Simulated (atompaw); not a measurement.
**Hafnium: generating and testing a PAW (atompaw) potential**

Task: generate the file, and judge it by its logarithmic derivatives, its ghosts and its cutoff.

Program: atompaw 4.2.0.5. Reference atom: PBEsol, scalar-relativistic, spherical and spin-unpolarised. All values are calculated.

5 further runs of the same task are left out: 2 that didn't finish, 3 set aside as unsound or not needed.

## 1. Starting point

Typed settings, in words:

```
element                 : hafnium (Hf, Z = 72)
type                    : PAW
frozen core             : [Xe] 4f14
valence charge          : 4
reference configuration : 5d2.5 6s1.5 6p0
partial waves           : 6s (bound): rc 3.00 bohr; 6s channel at 0.45 Ry: rc 2.30 bohr; 6p (bound, empty): rc 3.00 bohr; 6p channel at 2.3 Ry: rc 3.00 bohr; 5d (bound): rc 2.35 bohr; 5d channel at 2.4 Ry: rc 2.35 bohr
local potential         : troulliermartins scheme with l = 3 at 0.5 Ry, radius 2.20 bohr
core correction         : smooth core density matched at 2.65 bohr
augmentation charge     : sinc compensation charge, radius 2.55 bohr; PAW radius 3.00 bohr; waves and projectors: custom polynom gramschmidtortho
```

## 2. Generating the potential

File Hf.input:

```
Hf 72
GGA-PBESOL scalarrelativistic loggrid 2001 logderivrange -2 5 176
6 6 5 4 0 0
6 0 1.5
6 1 0
5 2 2.5
0 0 0
c
c
c
c
c
v
c
c
c
c
v
c
c
v
c
2
3.00 2.55 2.20 2.65
y
0.45
n
y
2.3
n
y
2.4
n
custom polynom gramschmidtortho sinc
3 0.5 troulliermartins
3.00
2.30
3.00
3.00
2.35
2.35
PWSCFOUT
UPFDX 0.0125d0 UPFXMIN -7.d0 UPFZMESH 72.d0
END
```

The run is started by

```bash
$ atompaw < Hf.input > Hf.log
```

What does the calculation give? Wanted: cutoffs for 10 and 1 mRy, occupied levels; bound ghosts; largest phase difference near zero energy, channels read; lowest eigenvalue of the overlap; share of valence orbitals outside the PAW sphere; UPF file.

The runs gave:

| quantity | value |
| --- | --- |
| cutoffs for 10 and 1 mRy, occupied levels | 25 Ry and 30 Ry |
| bound ghosts | p at -74.95 eV, d at -46.16 eV, s at -32.22 eV |
| largest phase difference near zero energy, channels read | 0.007 rad |
| lowest eigenvalue of the overlap (Bessel basis) | 0.020 (s) |
| share of valence orbitals outside the PAW sphere | 6s 61 %, 6p 89 %, 5d 30 % |
| UPF file | written |

What this shows: It has a bound ghost (p, d, s), a state that the atom doesn't have, and that rules the file out. The potential is soft on the atom at that tolerance: the looser tolerance needs 25 Ry. The slowest occupied level is 5d: taken alone it needs 25 Ry to come within 1 mRy, against 6 Ry or less for 6s. Near zero energy the phases of the channels with partial waves agree within 0.007 rad.
